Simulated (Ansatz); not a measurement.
Predict the output of the script below (Ansatz 0.2.0, Python API).

The script, `ch2alnse_scan.py`:
```python
"""Stretching a bond of CH2AlNSe, the rest held rigid."""

import warnings

import ansatz as az
import numpy as np


def main() -> None:
    warnings.simplefilter("ignore", az.DeckWarning)

    geometry = (
        az.Crystal.molecule()
        .atom("N", (0.2727, 0.1006, -1.7796))
        .atom("C", (-0.2015, -0.2855, -0.6618))
        .atom("Al", (-0.3232, -0.0048, 1.4035))
        .atom("Se", (-1.0754, -1.6578, 0.3524))
        .atom("H", (0.7647, 1.0143, -1.8591))
        .atom("H", (0.6048, 0.7692, 2.4984))
    )

    symbols = [site.symbol for site in geometry.cartesian_sites]
    start = np.array([site.position_ang for site in geometry.cartesian_sites])
    axis = (start[0] - start[1]) / np.linalg.norm(start[0] - start[1])
    moving = [0, 4]
    lengths, energies = [1.08, 1.17, 1.27, 1.4, 1.59, 1.91, 2.29, 2.8], []
    for length in lengths:
        xyz = start.copy()
        xyz[moving] += (length - np.linalg.norm(start[0] - start[1])) * axis
        point = az.Crystal.molecule()
        for symbol, place in zip(symbols, xyz):
            point = point.atom(symbol, place.tolist())
        job = (
            point.calculation()
            .basis(gaussian="def2-SVP")  # the orbital basis, by name
            .functional("r2scan")
            .accuracy("medium")
        )
        rep = job.run(threads=1, pin="off").report
        energies.append(rep["free_energy_ev"])
        print(f"r = {length:6.3f} A  E = {energies[-1]:.5f} eV  <S^2> = {abs(rep['mean_field']['state']['spin_squared']):.3f}")

    print("energy above the lowest point (eV):", [round(e - min(energies), 3) for e in energies])


if __name__ == "__main__":
    main()
```

```console
$ python ch2alnse_scan.py
r =  1.080 A  E = -74488.06587 eV  <S^2> = 0.000
r =  1.170 A  E = -74489.32702 eV  <S^2> = 0.000
r =  1.270 A  E = -74489.55737 eV  <S^2> = 0.000
r =  1.400 A  E = -74488.90841 eV  <S^2> = 0.000
r =  1.590 A  E = -74487.27712 eV  <S^2> = 0.000
r =  1.910 A  E = -74484.69858 eV  <S^2> = 0.000
r =  2.290 A  E = -74482.80296 eV  <S^2> = 0.000
r =  2.800 A  E = -74481.68076 eV  <S^2> = 0.000
energy above the lowest point (eV): [1.491, 0.23, 0.0, 0.649, 2.28, 4.859, 6.754, 7.877]
```

Caveats:
- These settings explore the input space; basis and method may be short of convergence.
- The rest of the molecule is held rigid at a force-field or estimated start geometry, and the basis set is modest; single-reference methods fail as a bond breaks.
- The orbitals are restricted, so S² is zero by construction.
- Toward dissociation an unrestricted state can lie under the restricted one, by tenths of an eV for polar bonds under a functional and by 1 to 2 eV or more for others.
- Timing: 42 s on 1 thread of Arm Neoverse V2 (shared host), peak memory 0.21 GiB.
